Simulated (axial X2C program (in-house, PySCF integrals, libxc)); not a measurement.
# FMoF⁺: bond lengths and stretches, held linear

How do method and spin–orbit coupling move the bonds and stretches of FMoF⁺, held linear?

Method: all-electron X2C, two-component (2c) or spin-free, F dyall-av3z, Mo dyall-v3z; program: an in-house X2C program for linear molecules on PySCF integrals.

All values are calculated.

2 further runs of the same task are left out: 2 set aside as unsound or not needed.

## 1. The job

task.json reads:

```json
{"zs": [9, 42, 9], "q": 1, "bas": ["dyall-av3z", "dyall-v3z", "dyall-av3z"], "r0": [2.02, 2.02], "symm": 1, "scan": ["PBE0", "HF", "r2SCAN"], "levels": ["PBE0", "HF", "r2SCAN"], "nst": 2}
```

Keys: zs atomic numbers; q charge; bas basis sets; r0 starting distance in Å; symm equal bonds; scan levels of the two-bond scan (MP2 follows by itself at each HF point); levels methods; nst determinants followed.

On the command line:

```console
> python solin.py task.json out
```

Masses F 18.998, Mo 97.905, F 18.998 u.

## 2. Scan at PBE0, 2c

State: Ω = 3/2 (beyond evenly filled blocks: ω = 1/2, ω = -3/2, ω = 5/2). Energies above the lowest point, from the job's result record:

| r(F–Mo) (Å) | r(Mo–F) (Å) | E (meV) |
| --- | --- | --- |
| 1.7852 | 1.7852 | 0.00 |
| 1.7852 | 1.8310 | 30.35 |
| 1.7852 | 1.8768 | 122.41 |
| 1.8310 | 1.7852 | 30.35 |
| 1.8310 | 1.8310 | 64.63 |
| 1.8310 | 1.8768 | 159.85 |
| 1.8310 | 1.9225 | 302.06 |
| 1.8768 | 1.7852 | 122.41 |
| 1.8768 | 1.8310 | 159.85 |
| 1.8768 | 1.8768 | 257.57 |
| 1.9225 | 1.8310 | 302.06 |
| 1.9225 | 1.9225 | 547.29 |

A quadratic surface with cubic terms in each bond gives the minimum at 1.787 and 1.787 Å, force constants 5.6, 5.6 and coupling 0.19 mdyn/Å.

## 3. Scan at HF, 2c

State: Ω = 3/2 (beyond evenly filled blocks: ω = 1/2, ω = -3/2, ω = 5/2). Energies above the lowest point, from the job's result record:

```csv
r(F–Mo) (Å),r(Mo–F) (Å),E (meV)
1.7852,1.7852,0.00
1.7852,1.8310,13.76
1.7852,1.8768,93.47
1.8310,1.7852,13.76
1.8310,1.8310,31.14
1.8310,1.8768,113.82
1.8310,1.9225,247.67
1.8768,1.7852,93.47
1.8768,1.8310,113.82
1.8768,1.8768,198.94
1.9225,1.8310,247.67
1.9225,1.9225,472.43
```

A quadratic surface with cubic terms in each bond gives the minimum at 1.798 and 1.798 Å, force constants 5.71, 5.71 and coupling 0.19 mdyn/Å.

## 4. Scan at r2SCAN, 2c

State: Ω = 3/2 (beyond evenly filled blocks: ω = 1/2, ω = -3/2, ω = 5/2). Energies above the lowest point, from the job's result record:

```
r(F–Mo) (Å)  r(Mo–F) (Å)  E (meV)
     1.7852       1.7852     0.00
     1.7852       1.8310    14.70
     1.7852       1.8768    92.02
     1.8310       1.7852    14.70
     1.8310       1.8310    33.42
     1.8310       1.8768   113.99
     1.8310       1.9225   242.27
     1.8768       1.7852    92.02
     1.8768       1.8310   113.99
     1.8768       1.8768   197.10
     1.9225       1.8310   242.27
     1.9225       1.9225   459.06
```

A quadratic surface with cubic terms in each bond gives the minimum at 1.797 and 1.797 Å, force constants 5.46, 5.46 and coupling 0.20 mdyn/Å.

## 5. The levels side by side

| level | r(F–Mo) (Å) | r(Mo–F) (Å) | lower stretch (cm⁻¹) | upper stretch (cm⁻¹) |
| --- | --- | --- | --- | --- |
| PBE0, 2c | 1.787 | 1.787 | 719.6 | 819.0 |
| HF, 2c | 1.798 | 1.798 | 726.2 | 827.4 |
| r2SCAN, 2c | 1.797 | 1.797 | 711.2 | 808.1 |
| MP2, 2c | 1.782 | 1.782 | 732.9 | 831.0 |
| PBE0, spin-free | 1.787 | 1.787 | 719.9 | 819.2 |
| HF, spin-free | 1.797 | 1.797 | 727.2 | 828.0 |
| r2SCAN, spin-free | 1.797 | 1.797 | 711.3 | 808.1 |
| MP2, spin-free | 1.781 | 1.781 | 733.5 | 831.1 |

Scans not shown above were run alike.

What this shows: Over the levels the F–Mo bond spans 1.781 to 1.798 Å and the Mo–F bond 1.781 to 1.798 Å. At PBE0 spin–orbit coupling leaves both bonds unchanged to 0.001 Å. Each state is one determinant, the lowest of a limited PBE0 search; the stretches come from a fit to few points and are good to some per cent at best. The stretches are sorted by size, and where the two bonds are alike the symmetric and antisymmetric modes can swap order between levels. MP2 freezes inner shells (threshold -2 hartree). The molecule was held linear; bending was not examined, so a bent shape may lie lower. Note: several unpaired electrons, one determinant need not be a pure state.
